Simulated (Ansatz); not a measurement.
# C2H5NSe: a ladder of functionals and wavefunction methods

How much do the methods differ for C2H5NSe? The plan is to run it at one geometry with functionals of several rungs and with coupled cluster, and see how far each lands from CCSD(T) at the basis-set limit for the atomisation energy.

The runs use Ansatz 0.2.0, Gaussian basis; functionals in def2-TZVPP, the program's frozen cores in correlated methods.

Plan: LDA (SPW92), PBE-D4, revPBE-D4, BLYP-D4, r2SCAN-D4, B97M-V, PBE0-D4, B3LYP-D4, r2SCANh-D4, r2SCAN0-D4, HSE06-D4, BHLYP-D4, CAM-B3LYP-D4, LC-ωPBE, ωB97X-V, ωB97M-V, B2PLYP, PBE-QIDH; CCSD(T)/def2-SVP; CCSD(T)/def2-TZVPP; MP2/def2-QZVPP; extrapolation to the limit; RPA on PBE.

## (1) Structure used throughout

An earlier PBE0-D4 in a triple-zeta def2 set relaxation fixed the geometry.

9 atoms, charge 0, spin multiplicity 1.

Atoms are counted from 1 here; the program's logs count them from 0.

Bond lengths: C1–Se2 1.943 Å, C1–H5 1.089 Å, C1–H6 1.088 Å, C1–H7 1.088 Å, Se2–C3 1.895 Å, C3–N4 1.258 Å, C3–H8 1.098 Å, N4–H9 1.018 Å. Angles: Se2–C1–H5 106.3°, Se2–C1–H6 110.6°, Se2–C1–H7 110.6°, H5–C1–H6 109.1°, H5–C1–H7 109.1°, H6–C1–H7 110.9°, C1–Se2–C3 97.0°, Se2–C3–N4 121.0°, Se2–C3–H8 113.1°, N4–C3–H8 125.9°, C3–N4–H9 111.3°.

## (2) LDA

This LDA is Slater exchange with PW92 correlation.

in.yaml

```yaml
crystal:
  periodic: [false, false, false]
  atoms:
    - {symbol: C, position_ang: [-0.049928, 0.895404, -1.375737]}
    - {symbol: Se, position_ang: [1.105519, 0.737965, 0.178490]}
    - {symbol: C, position_ang: [0.132411, -0.634494, 1.051574]}
    - {symbol: N, position_ang: [0.512072, -1.093980, 2.159946]}
    - {symbol: H, position_ang: [0.393847, 1.660838, -2.010736]}
    - {symbol: H, position_ang: [-1.048828, 1.211440, -1.080814]}
    - {symbol: H, position_ang: [-0.085120, -0.044692, -1.923186]}
    - {symbol: H, position_ang: [-0.755067, -0.955521, 0.491010]}
    - {symbol: H, position_ang: [-0.116406, -1.823160, 2.492254]}
basis:
  gaussian: {orbitals: def2-TZVPP}
hamiltonian: {xc: lda}
output: {orbitals: {seedname: orbitals}}
```

Started as:

```
$ ansatz run in.yaml --threads 4 --pin off --events-out ev --progress --plain --max-ram 10444MiB
```

Further steps of the session: PBE-D4 (GGA); revPBE-D4 (GGA); BLYP-D4 (GGA); r2SCAN-D4 (meta-GGA); B97M-V (meta-GGA); B3LYP-D4 (hybrid); r2SCANh-D4 (hybrid); r2SCAN0-D4 (hybrid); HSE06-D4 (hybrid); BHLYP-D4 (hybrid); CAM-B3LYP-D4 (range-separated); LC-ωPBE (range-separated); ωB97X-V (range-separated); ωB97M-V (range-separated); B2PLYP (double hybrid); PBE-QIDH (double hybrid); CCSD(T) in def2-SVP; CCSD(T) in def2-TZVPP; MP2 in def2-QZVPP; RPA on PBE orbitals.

Q: Predict the results of all the runs planned. Wanted: atomisation energy, CCSD(T)/CBS; farthest beyond LDA; mean size of error, GGA; mean size of error, meta-GGA; mean size of error, hybrid; mean size of error, range-separated; mean size of error, double hybrid; gap, smallest and largest; T1 diagnostic.

The runs gave:

```
                               quantity                                                                                                                             value
        atomisation energy, CCSD(T)/CBS                                                                                                                         33.767 eV
    functionals within 0.338 eV (1.0 %)  revPBE-D4, r2SCAN-D4, B97M-V, PBE0-D4, B3LYP-D4, r2SCANh-D4, HSE06-D4, CAM-B3LYP-D4, LC-ωPBE, ωB97X-V, ωB97M-V, B2PLYP, PBE-QIDH
                    farthest beyond LDA                                                                                                              BHLYP-D4 (-1.193 eV)
                mean size of error, GGA                                                                                                                          0.592 eV
           mean size of error, meta-GGA                                                                                                                          0.055 eV
             mean size of error, hybrid                                                                                                                          0.447 eV
    mean size of error, range-separated                                                                                                                          0.123 eV
      mean size of error, double hybrid                                                                                                                          0.294 eV
              gap, smallest and largest                                                                                         4.00 eV (LDA (SPW92)), 11.07 eV (LC-ωPBE)
                          T1 diagnostic                                                                                                                            0.0114
triples share of the correlation energy                                                                                                                             4.2 %
```

What this shows: LDA overbinds by 5.469 eV (16 %). PBE-D4 is off by +1.157 eV. Double hybrids carry the basis error of their MP2 part in triple zeta, and no dispersion term here, so their miss is partly the set-up's. The rungs meta-GGA, range-separated, double hybrid miss on average by less than the doubt on the reference (0.338 eV), so they tie. The reference freezes the cores and leaves out relativity and excitations past (T), and its outer-core shells are covered unevenly, so misses under about 0.338 eV can't be ranked. All levels share the lack of spin-orbit coupling, which lowers the free heavy atoms and so the true binding. Hartree-Fock recovers 68 % of the binding; the rest is correlation. CCSD(T) in def2-SVP is off by -2.146 eV, worse than the median functional, from the basis alone. Orbital gaps span 4.0 to 11.1 eV; exact exchange widens them. Correlated methods include outer-core shells of Se, which these sets cover unevenly.
